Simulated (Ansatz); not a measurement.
# CH7BGeS: the cost of one run

Method: RKS PBE/def2-SVP, in Ansatz 0.2.0.

### 1 The system as given

Bond lengths: C1–S2 1.754 Å, S2–B3 1.901 Å, B3–Ge4 1.986 Å, C1–H5 1.161 Å, C1–H6 1.151 Å, C1–H7 1.102 Å, B3–H8 1.156 Å, Ge4–H9 1.615 Å, Ge4–H10 1.502 Å, Ge4–H11 1.521 Å. Angles (14 of 16 angles, heavy atoms first): C1–S2–B3 93.3°, S2–B3–Ge4 118.6°, S2–C1–H5 111.8°, S2–C1–H6 112.1°, S2–C1–H7 113.5°, S2–B3–H8 117.4°, Ge4–B3–H8 123.6°, B3–Ge4–H9 104.4°, B3–Ge4–H10 111.0°, B3–Ge4–H11 110.8°, H5–C1–H6 104.4°, H5–C1–H7 108.3°, H6–C1–H7 106.2°, H9–Ge4–H10 108.4°.

As a file:

```xyz
11

C    -0.0815    1.6295    1.1147
S     1.3538    0.6359    0.9389
B     0.3589   -0.9128    0.4654
Ge    0.0469   -1.2925   -1.4592
H    -0.6718    1.7144    0.1182
H     0.1758    2.7172    1.3881
H    -0.7706    1.2702    1.8958
H     0.0614   -1.6360    1.3169
H    -1.5603   -1.3463   -1.6033
H     0.5620   -0.1747   -2.3195
H     0.5908   -2.6619   -1.8355
```

### 2 Relaxing end A

The input, input.yaml:

```yaml
crystal:
  periodic: [false, false, false]
  atoms:
    - { symbol: C, position_ang: [-0.0815, 1.6295, 1.1147] }
    - { symbol: S, position_ang: [1.3538, 0.6359, 0.9389] }
    - { symbol: B, position_ang: [0.3589, -0.9128, 0.4654] }
    - { symbol: Ge, position_ang: [0.0469, -1.2925, -1.4592] }
    - { symbol: H, position_ang: [-0.6718, 1.7144, 0.1182] }
    - { symbol: H, position_ang: [0.1758, 2.7172, 1.3881] }
    - { symbol: H, position_ang: [-0.7706, 1.2702, 1.8958] }
    - { symbol: H, position_ang: [0.0614, -1.636, 1.3169] }
    - { symbol: H, position_ang: [-1.5603, -1.3463, -1.6033] }
    - { symbol: H, position_ang: [0.562, -0.1747, -2.3195] }
    - { symbol: H, position_ang: [0.5908, -2.6619, -1.8355] }
basis:
  gaussian: { orbitals: def2-SVP }
hamiltonian:
  xc: pbe
relax:
  f_tol: 0.02
  max_steps: 50
```

On the command line:

```
$ ansatz run input.yaml --threads 2 --pin off --max-ram 3072MiB --backend cpu --events-out ev --progress --plain --runs-dir out
```

**Question.** How long does this run take on 2 threads of AMD EPYC 7B13 (Zen 3), shared host, and how much memory does it need?

About 43 s, with a peak of 0.17 GiB.
